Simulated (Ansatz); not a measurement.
# CH3NSn: the cost of one run

Computed with Ansatz 0.2.0, driven from Python. Level of theory: Hartree-Fock/def2-SVP.

**1. The structure**

Bond lengths: N1–C2 1.220 Å, C2–Sn3 2.125 Å, Sn3–H4 1.776 Å, Sn3–H5 1.755 Å, Sn3–H6 1.731 Å. Angles: N1–C2–Sn3 178.6°, C2–Sn3–H4 106.0°, C2–Sn3–H5 108.5°, C2–Sn3–H6 108.9°, H4–Sn3–H5 110.1°, H4–Sn3–H6 111.7°, H5–Sn3–H6 111.5°.

No structure file is read: the coordinates are typed or built in the script.

**2. The code**

relaxed_scan_ch3nsn.py reads:

```python
"""Relaxed scan of one distance in CH3NSn."""

import logging
import sys

import ansatz as az
import numpy as np

logging.basicConfig(stream=sys.stdout, format="[%(levelname)s] %(message)s")
log = logging.getLogger("ch3nsn")
log.setLevel(logging.INFO)

BASIS_SET = "def2-SVP"
XC = "hf"

GEOMETRY = """
N     2.14180   -0.95270    1.35060
C     1.17260   -0.51710    0.75210
Sn   -0.51540    0.19920   -0.32080
H    -0.14150    1.88030   -0.75610
H    -0.70480   -0.77120   -1.77030
H    -1.91060    0.09750    0.69820
"""


def main() -> None:
    geometry = az.Crystal.molecule()
    for line in GEOMETRY.strip().splitlines():
        symbol, *xyz = line.split()
        geometry = geometry.atom(symbol, [float(v) for v in xyz])

    calc = (
        geometry.calculation()
        .basis(gaussian=BASIS_SET)
        .functional(XC)
    )
    symbols = [site.symbol for site in geometry.cartesian_sites]
    pairs = [(0, 1), (1, 2), (2, 3), (2, 4), (2, 5)]
    print("held (A)   E (eV)        ", "  ".join(f"{symbols[i]}{i}-{symbols[j]}{j}" for i, j in pairs))
    for length in [1.61, 1.75, 1.89, 2.11, 2.37]:
        rep = calc.relax(constraints=[az.DistanceConstraint((2, 4), at=length)], force_tolerance=0.02, max_steps=60).run(threads=1).report
        xyz = np.array(rep["positions_ang"])
        print(f"{length:6.2f} {rep['free_energy_ev']:14.5f}  ", "  ".join(f"{np.linalg.norm(xyz[i] - xyz[j]):.3f}" for i, j in pairs))


if __name__ == "__main__":
    main()
```

**3. What the engine is handed**

The package turns the script's settings into the engine's input (first run):

```yaml
crystal:
  periodic: [false, false, false]
  atoms:
    - { symbol: "N", position_ang: [2.1418, -0.9527, 1.3506] }
    - { symbol: C, position_ang: [1.1726, -0.5171, 0.7521] }
    - { symbol: Sn, position_ang: [-0.5154, 0.1992, -0.3208] }
    - { symbol: H, position_ang: [-0.1415, 1.8803, -0.7561] }
    - { symbol: H, position_ang: [-0.7048, -0.7712, -1.7703] }
    - { symbol: H, position_ang: [-1.9106, 0.0975, 0.6982] }
basis:
  gaussian:
    orbitals: def2-SVP
hamiltonian:
  xc: hf
relax:
  f_tol: 0.02
  max_steps: 60
  constraints:
    - { distance: [2, 4], at: 1.61 }
```

**4. Running it**

Command:

```console
$ python relaxed_scan_ch3nsn.py
```

**Question.** How long does this script take on 1 thread of Arm Neoverse V1, shared host, and how much memory does it need?

About 48 s, with a peak of 0.2 GiB.
